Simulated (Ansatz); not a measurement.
## Ni, space group P6_3/mmc: a relaxation of cell and ions, step by step

Program: Ansatz 0.2.0 through its Python package.

The script reads `ni.extxyz`:
```text
2
Lattice="2.4480229 0.0 0.0 -1.22401145 2.12005002 0.0 0.0 0.0 4.07280757" Properties=species:S:1:pos:R:3:initial_magmoms:R:1 pbc="T T T"
Ni   -0.00000001    1.41336669    1.01820189  1.50
Ni    1.22401146    0.70668333    3.05460568  1.50
```

Notebook, run cell by cell (the value of a cell's last expression is shown):

```python
import warnings

import ansatz as az
import matplotlib.pyplot as plt
import numpy as np
```

```python
def edges_and_angles(cell):
    cell = np.asarray(cell)
    a, b, c = np.linalg.norm(cell, axis=1)
    cosines = cell[1] @ cell[2] / (b * c), cell[0] @ cell[2] / (a * c), cell[0] @ cell[1] / (a * b)
    return (a, b, c, *np.degrees(np.arccos(cosines)))
```

```python
warnings.simplefilter('ignore', az.DeckWarning)
```

```python
xtal = az.Crystal.from_extxyz('ni.extxyz')
```

```python
xtal.resolved().tree()['lattice']
```

    ((2.4480229, 0.0, 0.0), (-1.22401145, 2.12005002, 0.0), (0.0, 0.0, 4.07280757))

```python
# edges free, angles fixed
job = (
    xtal.calculation()
    .functional('PBEsol')
    .kpoints(14, 14, 8)
    .occupations('fermi_dirac', width=150 * az.meV)
    .spin(az.SpinTreatment.COLLINEAR)
    .relax(force_tolerance=0.005, fix_cell=['angles'])
)
steps = []
```

```python
def collect(event):
    if event['event'] == 'relax_step':
        steps.append(event['data'])


done = job.session().plan().execute(on_event=collect)
data = done.report
```

```python
sorted(key for key in data if key.endswith('_ev'))
```

    ['energy_sigma0_ev', 'entropy_ts_ev', 'fermi_energy_ev', 'free_energy_ev', 'gap_by_band_count_ev',
     'harris_foulkes_ev', 'internal_energy_ev', 'lagrangian_above_aufbau_ev', 'lagrangian_ev',
     'lagrangian_sigma0_ev']

```python
done.unlabelled_reasons
```

```python
for s in steps:
    flag = '' if s['accepted'] else '  (rejected)'
    print('step %2d  E = %.5f eV  largest force component = %.4f eV/A%s' % (s['step'], s['lagrangian_ev'], s['allowed_force_max_ev_ang'], flag))
```

    step  1  E = -11610.02221 eV  largest force component = 0.0000 eV/A
    step  2  E = -11610.02550 eV  largest force component = 0.0000 eV/A
    step  3  E = -11610.02740 eV  largest force component = 0.0000 eV/A
    step  4  E = -11610.02740 eV  largest force component = 0.0000 eV/A
    step  5  E = -11610.02732 eV  largest force component = 0.0000 eV/A

```python
first, last = steps[0], steps[-1]
symbols = [site.symbol for site in done.lattice.sites]
print(f'energy gained {first["lagrangian_ev"] - last["lagrangian_ev"]:.4f} eV in {len(steps) - 1} steps')
for label, vectors in (('before', first['cell_ang']), ('after', done.lattice.cell_ang)):
    print(label, 'a b c (A) {:.4f} {:.4f} {:.4f}  angles {:.2f} {:.2f} {:.2f}'.format(*edges_and_angles(vectors)), f' V = {abs(np.linalg.det(vectors)):.3f} A^3')
print('final stress xx yy zz (GPa, compression positive):', np.round(np.diag(data['stress_gpa']), 3) + 0.0)
```

    energy gained 0.0051 eV in 4 steps
    before a b c (A) 2.4480 2.4480 4.0728  angles 90.00 90.00 120.00  V = 21.138 A^3
    after a b c (A) 2.4525 2.4525 4.0120  angles 90.00 90.00 120.00  V = 20.898 A^3
    final stress xx yy zz (GPa, compression positive): [-0.002 -0.002  0.004]

```python
fig, (top, bottom) = plt.subplots(2, 1, sharex=True, figsize=(4.5, 4))
top.plot([s['lagrangian_ev'] - last['lagrangian_ev'] for s in steps], 'o-')
top.set_ylabel('E - E(final) (eV)')
bottom.semilogy([max(s['allowed_force_max_ev_ang'], 1e-6) for s in steps], 's-')
bottom.set(xlabel='step', ylabel='largest force (eV/A)')
fig.tight_layout()
fig.savefig('relax.png', dpi=100)

print('atom   start x y z (A)              end x y z (A)')
for symbol, a, b in zip(symbols, first['positions_ang'], last['positions_ang']):
    print(f'{symbol:3s}', ' '.join(f'{v:8.4f}' for v in a), '  ', ' '.join(f'{v:8.4f}' for v in b))
```

    atom   start x y z (A)              end x y z (A)
    Ni    0.0000   1.4134   1.0182     -0.0000   1.4159   1.0030
    Ni    1.2240   0.7067   3.0546      1.2262   0.7080   3.0090

```python
for key in ('converged', 'n_iterations', 'n_electrons', 'n_kpoints', 'n_pw', 'n_symmetry_ops', 'free_energy_ev', 'fermi_energy_ev'):
    print(f'{key:18s} {data[key]}')
```

    converged          True
    n_iterations       8
    n_electrons        36.0
    n_kpoints          285
    n_pw               391
    n_symmetry_ops     8
    free_energy_ev     -11610.027315467602
    fermi_energy_ev    18.946047560687262

Notes:
- Total energies depend on the potentials; only differences at equal settings carry meaning. A total without «per atom» is that of the cell as typed.
- Forces vanish by symmetry, so the ions can't move, and the end may be a saddle.
- Only differences from the Fermi energy are physical; the zero of the scale is a convention.
- Energies along a relaxation are free energies. Rows at an unchanged volume are solved on a plane-wave basis chosen afresh for that cell, so the energy jumps there and such rows are no steps of the walk.
- A Fermi-Dirac width this large means warm electrons, whose thermal share enters the free energy.
- A gap by band count of zero or less means overlapping bands, a metal.
- This isn't the structure that Ni takes at ambient conditions.
- Gaps and levels are Kohn-Sham values on a finite set of k-points.
- The script silences the warnings on its input, which a real study should read.
- Finished in 2.6 min on 1 thread of Arm Neoverse N1, on a shared host, peak memory 0.61 GiB.
